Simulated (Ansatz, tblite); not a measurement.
**The cluster B6Sb6: one state, many levels**

Aim: run the singlet of the cluster B6Sb6 at one geometry on many levels, and compare frontier levels, spin and run time.

Computed with Ansatz 0.2.0, Gaussian basis. Level: as each input shows.

The runs, in order: GFN1-xTB, GFN2-xTB, PBE-D4/def2-SVP, r2SCAN-D4/def2-SVP, MP2/def2-SVP, RPA/def2-SVP.

8 further runs of the same task are left out: 6 that didn't finish, 2 set aside as unsound or not needed. Runs told in other sessions of the task aren't counted.

**1. The geometry**

The singlet was relaxed beforehand with r2SCAN-D4/def2-SVP. At that level it is the lowest of the isomers that a small search found.

12 atoms, charge 0, spin multiplicity 1.

Bond lengths: B1–B2 1.724 Å, B1–B3 1.662 Å, B1–B4 1.696 Å, B1–B5 1.735 Å, B1–B6 1.875 Å, B1–Sb10 2.433 Å, B2–B5 1.797 Å, B2–Sb7 2.280 Å, B2–Sb8 2.266 Å, B3–B5 1.842 Å, B3–Sb9 2.311 Å, B3–Sb10 2.395 Å, B3–Sb12 2.322 Å, B4–B6 1.578 Å, B4–Sb7 2.362 Å, B4–Sb8 2.280 Å and more. Angles: B2–B1–B3 128.1°, B2–B1–B4 68.1°, B2–B1–B5 62.6°, B2–B1–B6 103.8°, B2–B1–Sb10 120.4°, B3–B1–B4 151.8°, B3–B1–B5 65.6°, B3–B1–B6 99.7°, B3–B1–Sb10 68.6°, B4–B1–B5 122.6°, B4–B1–B6 52.1°, B4–B1–Sb10 127.1°, B5–B1–B6 114.5°, B5–B1–Sb10 102.8° and more.

Sb takes a core potential in the def2 sets. No spin-orbit coupling is included.

PBE0-D4/def2-SVP was run before; its log isn't repeated, and its numbers join the tables.

**2. GFN1-xTB**

Tight binding, by tblite at 300 K electronic temperature and without a spin-polarisation term:

```python
tblite.interface.Calculator('GFN1-xTB', numbers, positions, charge=0, uhf=0).singlepoint()
```

Energy -641.1629 eV, HOMO -8.40 eV, LUMO -7.02 eV; 0.019 s.

**3. GFN2-xTB**

Tight binding, by tblite at 300 K electronic temperature and without a spin-polarisation term:

```python
tblite.interface.Calculator('GFN2-xTB', numbers, positions, charge=0, uhf=0).singlepoint()
```

Energy -558.6194 eV, HOMO -7.79 eV, LUMO -6.54 eV; 0.03 s.

**4. PBE-D4/def2-SVP**

start.molden holds the orbitals of an earlier run on this state, given as this run's starting guess.

File in.yaml:

```yaml
crystal:
  periodic: [false, false, false]
  atoms:
    - {symbol: B, position_ang: [-0.342526, 0.420807, 0.140378]}
    - {symbol: B, position_ang: [1.297901, 0.600897, 0.639074]}
    - {symbol: B, position_ang: [-1.282760, -0.949696, 0.179491]}
    - {symbol: B, position_ang: [0.437033, 1.676083, -0.692991]}
    - {symbol: B, position_ang: [0.490148, -1.003530, 0.677321]}
    - {symbol: B, position_ang: [-0.279676, 0.707600, -1.711268]}
    - {symbol: Sb, position_ang: [2.447960, 0.613015, -1.329716]}
    - {symbol: Sb, position_ang: [0.291029, 2.465414, 1.441128]}
    - {symbol: Sb, position_ang: [-0.847596, -1.887055, 2.246774]}
    - {symbol: Sb, position_ang: [-2.149642, 0.630154, 1.756408]}
    - {symbol: Sb, position_ang: [1.304025, -2.061358, -1.220242]}
    - {symbol: Sb, position_ang: [-1.365897, -1.212341, -2.126358]}
basis:
  gaussian: {orbitals: def2-SVP, initial_orbitals: start.molden}
hamiltonian: {xc: pbe, dispersion: d4}
scf: {omitted_lower_state_checks: [starts]}
output: {orbitals: {seedname: orbitals}}
```

Command:

```console
$ ansatz run in.yaml --threads 4 --pin off --events-out ev --progress --plain --max-ram 6963MiB
```

The runs that follow: r2SCAN-D4/def2-SVP; MP2/def2-SVP; RPA/def2-SVP.

**Question.** What will the summary of the whole plan be? Wanted: gap in def2-SVP, named functionals, smallest and largest; correlation energy, MP2/def2-SVP; binding an atom, functionals in def2-SVP.

**Answer**, as computed:

| quantity | value |
| --- | --- |
| gap in def2-SVP, named functionals, smallest and largest | 1.75 eV (PBE-D4), 3.10 eV (PBE0-D4) |
| correlation energy, MP2/def2-SVP | -36.05 eV |
| binding an atom, functionals in def2-SVP | 3.65 (r2SCAN-D4) to 3.91 eV (PBE-D4) |

What this shows: Orbital gaps of the named functionals in def2-SVP span 1.75 eV (PBE-D4) to 3.10 eV (PBE0-D4); exact exchange widens it.
